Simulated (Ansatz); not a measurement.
Predict the output of the script below (the Python package of Ansatz (0.2.0)).

The script reads `ch6albo.xyz`:
```text
10

B    -1.84400    0.91570   -0.75960
Al    0.01830    0.24220   -1.06090
O     0.55690   -1.26600   -0.16330
C     1.22100   -0.88190    1.07970
H    -2.25170    1.92180   -1.36070
H    -2.62410    0.41920   -0.03170
H     1.04700    1.00640   -2.04430
H     1.51850   -1.79180    1.60570
H     2.04550   -0.22860    0.98420
H     0.39580   -0.38830    1.75380
```

Script `field_ch6albo.py`:
```python
import warnings

import ansatz as az
import numpy as np

warnings.simplefilter("ignore", az.DeckWarning)

ch6albo = az.Crystal.molecule_from_extxyz("ch6albo.xyz")

base = ch6albo.calculation()
base = base.basis(gaussian="def2-SVPD")
base = base.correlation("mp2")
base = base.forces()
centre = np.mean([site.position_ang for site in ch6albo.cartesian_sites], axis=0)
field = 2 * 14.399645 * 4.0 / 25.0 ** 2


def dipole(axis, sign):
    arm = 25.0 * np.eye(3)[axis]
    pair = [{"charge": sign * 4.0, "position_ang": (centre - arm).tolist()}, {"charge": -sign * 4.0, "position_ang": (centre + arm).tolist()}]
    deck = base.input().set(az.key.basis.gaussian.point_charges, pair)
    return np.array(az.Session.from_dict(deck).plan().execute().report["charge_distribution"]["dipole_moment_e_ang"])


print(f"field {field:.4f} V/A")
alpha = np.array([(dipole(axis, 1) - dipole(axis, -1)) / (2 * field) * 14.399645 for axis in range(3)])
print("polarisability tensor (A^3)")
print(np.array2string(alpha, precision=3, suppress_small=True))
print(f"mean {np.trace(alpha) / 3:.3f} A^3 = {np.trace(alpha) / 3 / 0.14818471:.2f} bohr^3")
```

```console
$ python field_ch6albo.py
field 0.1843 V/A
polarisability tensor (A^3)
[[ 8.985 -0.649  0.116]
 [-0.653  7.992 -0.84 ]
 [ 0.113 -0.835  8.58 ]]
mean 8.519 A^3 = 57.49 bohr^3
```

The geometry is a force-field or estimated start, not a minimum of this method, and the basis set is short of its limit. The field of two point charges is only nearly even. Run time: 45 s on 1 thread of Arm Neoverse V1 (shared host), peak memory 0.45 GiB.

(Lines on the test bed's own set-up are left out of the output.)
